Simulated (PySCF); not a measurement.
# C3H7FO3Si: electronic excitations

Aim: predict the electronic excitations of C3H7FO3Si (`CO[Si](F)(C=O)OC`).

Computed with PySCF 2.14.0, with density-fitted response routines of our own, on a single molecule in the gas phase. Atoms are numbered from 0 throughout.

## (1) The starting structure

15 atoms, charge 0, multiplicity 1; geometry from: GFN2-xTB.

Bonds of the start (Å): C0–O1 1.41, O1–Si2 1.61, Si2–F3 1.62, Si2–C4 1.91, C4–O5 1.21, Si2–O6 1.60, O6–C7 1.41, C0–H8 1.09, C0–H9 1.09, C0–H10 1.09, C4–H11 1.11, C7–H12 1.09, C7–H13 1.09, C7–H14 1.09.

## (2) Excited states and response: CAM-B3LYP/def2-SVPD

Job settings and geometry (Å):

```
{"job": {"kind": "uv", "xc": "CAM-B3LYP", "basis": "def2-SVPD", "nstates": 8, "ntriplets": 3}, "charge": 0, "multiplicity": 1}
C      2.214001     0.002743     1.010343
O      0.820627    -0.110427     0.812620
Si    -0.055426     0.052762    -0.524285
F      0.405755    -1.108993    -1.557357
C      0.149882     1.727344    -1.421890
O      1.199565     2.320530    -1.444885
O     -1.619898    -0.056673    -0.217984
C     -2.373454    -1.076890     0.395414
H      2.742984    -0.758070     0.435284
H      2.401780    -0.139776     2.073907
H      2.560579     0.988764     0.700931
H     -0.728049     2.166160    -1.935905
H     -2.029627    -1.240025     1.416551
H     -2.279522    -2.006062    -0.167242
H     -3.413612    -0.753398     0.402584
```

With the program's defaults for keys left out, this is: TDDFT CAM-B3LYP/def2-SVPD, vertical, gas phase, core orbitals frozen in the response.

Run with:

```bash
> OMP_NUM_THREADS=1 python probes_run.py task.json out
```

The driver reads the jobs from task.json and runs them one after another.

Predict these results of the whole session: lowest singlet (CAM-B3LYP/def2-SVPD); brightest single state of those computed; lowest triplet; surface potential, 1st and 99th percentile.

As calculated:

| quantity | value |
| --- | --- |
| lowest singlet (CAM-B3LYP/def2-SVPD) | 3.22 eV (385 nm), f = 0.001 |
| brightest single state of those computed | state 8, 7.89 eV, f = 0.038 |
| lowest triplet | 2.52 eV |
| surface potential, 1st and 99th percentile | -1.37 V and 1.35 V |

What this shows: The first singlet state (HOMO→LUMO 0.96) lies at 3.22 eV and is dark; of the 8 states computed, the strongest absorption comes from state 8 at 7.89 eV (the last computed, so partners may be missing). The lowest triplet lies 0.70 eV below the lowest singlet (triplets in Tamm-Dancoff, singlets in full TDDFT). At CAM-B3LYP/def2-SVPD, counted by nearest atom on the grid, the HOMO lies on O5 52 %; H11 15 %, the LUMO on C4 42 %; O5 30 %.
